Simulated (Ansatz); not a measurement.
# B2CuH8N2: the cost of one run

Method: RKS BHLYP-D4/def2-SVP; program: Ansatz 0.2.0.

## 1. Where the work starts

SMILES `[BH2-]1[NH2+][BH2-][NH2+]1`, 12 atoms, charge 0, spin multiplicity 1.

Atoms are counted from 1 here; the program's logs count them from 0.

Bond lengths: B1–N2 1.609 Å, B1–N4 1.609 Å, B1–H5 1.226 Å, B1–H6 1.226 Å, N2–B3 1.609 Å, N2–H7 1.025 Å, N2–H8 1.025 Å, B3–N4 1.609 Å, B3–H9 1.226 Å, B3–H10 1.226 Å, N4–H11 1.025 Å, N4–H12 1.025 Å. Angles: N2–B1–N4 92.3°, N2–B1–H5 111.9°, N2–B1–H6 111.9°, N4–B1–H5 111.9°, N4–B1–H6 111.9°, H5–B1–H6 114.8°, B1–N2–B3 87.7°, B1–N2–H7 115.1°, B1–N2–H8 115.1°, B3–N2–H7 115.1°, B3–N2–H8 115.1°, H7–N2–H8 107.9°, N2–B3–N4 92.3°, N2–B3–H9 111.9°, N2–B3–H10 111.9°, N4–B3–H9 111.9°, N4–B3–H10 111.9°, H9–B3–H10 114.8° and more.

As a file:

```mol
B2H8N2
  3D, bonds by distance, orders not assigned

 12 12  0  0  0  0  0  0  0  0999 V2000
   -1.0880   -0.0118   -0.2055 B   0  0
   -0.2053   -0.2252    1.1223 N   0  0
    1.1008    0.0045    0.2116 B   0  0
    0.2182    0.2138   -1.1170 N   0  0
   -1.6958   -1.0292   -0.5199 H   0  0
   -1.7784    0.9991   -0.1378 H   0  0
   -0.2799   -1.1538    1.5495 H   0  0
   -0.3507    0.4727    1.8585 H   0  0
    1.7036    1.0249    0.5257 H   0  0
    1.7958   -1.0034    0.1455 H   0  0
    0.2933    1.1405   -1.5482 H   0  0
    0.3633   -0.4873   -1.8503 H   0  0
  1  2  8  0
  1  4  8  0
  1  5  8  0
  1  6  8  0
  2  3  8  0
  2  7  8  0
  2  8  8  0
  3  4  8  0
  3  9  8  0
  3 10  8  0
  4 11  8  0
  4 12  8  0
M  END
```

This geometry comes from a loose relaxation at PBE in a small basis, which is not shown.

## 4. Setting up the map

The probe is moved over the molecule's main plane (x and y are the axes of that plane, centred on the molecule).

The axes are (1) x of the probe's Cu atom: 13 values from −4.56 Å; (2) y of the probe's Cu atom: 13 values from −4.56 Å.

Nothing else is relaxed (molecule and probe rigid). Energies count from molecule and probe far apart, each relaxed in its own basis (no counterpoise correction). Points are written as (first, second).

The probe Cu+ moves over a plane: the molecule's main plane. The molecule is turned into the frame of its main axes, as the inputs below show.

(The set-up runs are not shown.)

## 5. The run at (0.76 Å, −3.04 Å)

input.yaml

```yaml
crystal:
  periodic: [false, false, false]
  atoms:
    - { symbol: B, position_ang: [2.0e-06, 1.1062, -0.000473] }
    - { symbol: "N", position_ang: [1.151022, -2.0e-06, 0.000473] }
    - { symbol: B, position_ang: [-2.0e-06, -1.1062, -0.000473] }
    - { symbol: "N", position_ang: [-1.151022, 2.0e-06, 0.000473] }
    - { symbol: H, position_ang: [1.0e-06, 1.757268, 1.018443] }
    - { symbol: H, position_ang: [2.0e-06, 1.75501, -1.020817] }
    - { symbol: H, position_ang: [1.742231, 1.0e-06, 0.817773] }
    - { symbol: H, position_ang: [1.74373, 0.0, -0.815733] }
    - { symbol: H, position_ang: [-1.1e-05, -1.755008, -1.020818] }
    - { symbol: H, position_ang: [-2.0e-06, -1.757269, 1.018443] }
    - { symbol: H, position_ang: [-1.743729, 7.0e-06, -0.815734] }
    - { symbol: H, position_ang: [-1.742231, -4.0e-06, 0.817773] }
    - { symbol: Cu, position_ang: [0.76, -3.04, 0.0] }
total_charge: 1
basis:
  gaussian: { orbitals: def2-SVP }
hamiltonian:
  xc: { name: BHLYP }
  dispersion: d4
output:
  forces: true
```

Command:

```sh
ansatz run input.yaml --threads 1 --pin off --max-ram 2560MiB --backend cpu --events-out ev --progress --plain --runs-dir out
```

**Question.** How long does this run take on 1 thread of Arm Neoverse N1, shared host, and how much memory does it need?

About 17 s, with a peak of 0.29 GiB.
